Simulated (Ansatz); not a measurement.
**GaH₄NO: one species, many methods**

An exercise on one series of results from a longer session: the logs are not shown, and one member is left open.

Computed with Ansatz 0.2.0, Gaussian basis. Level: functionals in def2-TZVPP, the program's frozen cores in correlated methods.

Levels to be run: PBE-D4, r2SCAN-D4, PBE0-D4, B3LYP-D4, ωB97X-V, ωB97M-V, B2PLYP; CCSD(T)/def2-TZVPP; CCSD(T)/def2-QZVPP; extrapolation to the limit.

## The relaxed structure

All runs share one geometry, relaxed beforehand with PBE0-D4 in a triple-zeta def2 set.

7 atoms, charge 0, spin multiplicity 1.

Atoms are counted from 1 here; the program's logs count them from 0.

Bond lengths: N1–Ga2 1.804 Å, N1–H4 1.005 Å, N1–H5 1.004 Å, Ga2–O3 1.790 Å, Ga2–H6 1.554 Å, O3–H7 0.958 Å. Angles: Ga2–N1–H4 122.8°, Ga2–N1–H5 124.5°, H4–N1–H5 112.7°, N1–Ga2–O3 112.3°, N1–Ga2–H6 124.9°, O3–Ga2–H6 122.9°, Ga2–O3–H7 114.0°.

Geometry (Å):

```tsv
atom	x (Å)	y (Å)	z (Å)
N1	-0.6530	1.1037	-0.4593
Ga2	-0.1425	-0.4503	0.3017
O3	1.5901	-0.8040	0.0249
H4	-0.0210	1.6905	-0.9761
H5	-1.5840	1.4780	-0.4192
H6	-1.0771	-1.3929	1.1088
H7	1.8876	-1.6250	0.4193
```

Set-up of the first run:

in.yaml

```yaml
crystal:
  periodic: [false, false, false]
  atoms:
    - {symbol: N, position_ang: [-0.653038, 1.103667, -0.459317]}
    - {symbol: Ga, position_ang: [-0.142500, -0.450254, 0.301663]}
    - {symbol: O, position_ang: [1.590078, -0.803952, 0.024915]}
    - {symbol: H, position_ang: [-0.021043, 1.690481, -0.976148]}
    - {symbol: H, position_ang: [-1.584005, 1.477960, -0.419183]}
    - {symbol: H, position_ang: [-1.077084, -1.392905, 1.108771]}
    - {symbol: H, position_ang: [1.887593, -1.624997, 0.419309]}
basis:
  gaussian: {orbitals: def2-TZVPP}
hamiltonian: {xc: pbe, dispersion: d4}
output: {forces: true, orbitals: {seedname: orbitals}}
```

The run is started by

```sh
ansatz run in.yaml --threads 2 --pin off --events-out ev --progress --plain --max-ram 20480MiB --backend cpu
```

Among the steps run: PBE-D4 (GGA); r2SCAN-D4 (meta-GGA); PBE0-D4 (hybrid); B3LYP-D4 (hybrid); ωB97X-V (range-separated); ωB97M-V (range-separated); B2PLYP (double hybrid); CCSD(T) in def2-TZVPP; CCSD(T) in def2-QZVPP.

One of the session's tables, all rows but one given; the rest of the session is left out.

| method | atomisation energy (kJ/mol) |
| --- | --- |
| PBE-D4 | 2232.1 |
| r2SCAN-D4 | 2200.7 |
| PBE0-D4 | 2174.8 |
| B3LYP-D4 | 2193.7 |
| ωB97X-V | 2217.1 |
| ωB97M-V | 2205.8 |
| B2PLYP | 2183.8 |
| HF/def2-TZVPP | 1464.3 |
| MP2/def2-TZVPP | 2201.7 |
| CCSD/def2-TZVPP | 2123.9 |
| CCSD(T)/def2-TZVPP | 2160.5 |
| MP2/CBS | 2268.4 |
| CCSD(T)/CBS | ? |

Q: Estimate the row for CCSD(T)/CBS from the others.

**Answer.** atomisation energy (kJ/mol): 2227.2. In the column «atomisation energy (kJ/mol)» it lies between ωB97X-V (2217.1) and PBE-D4 (2232.1).
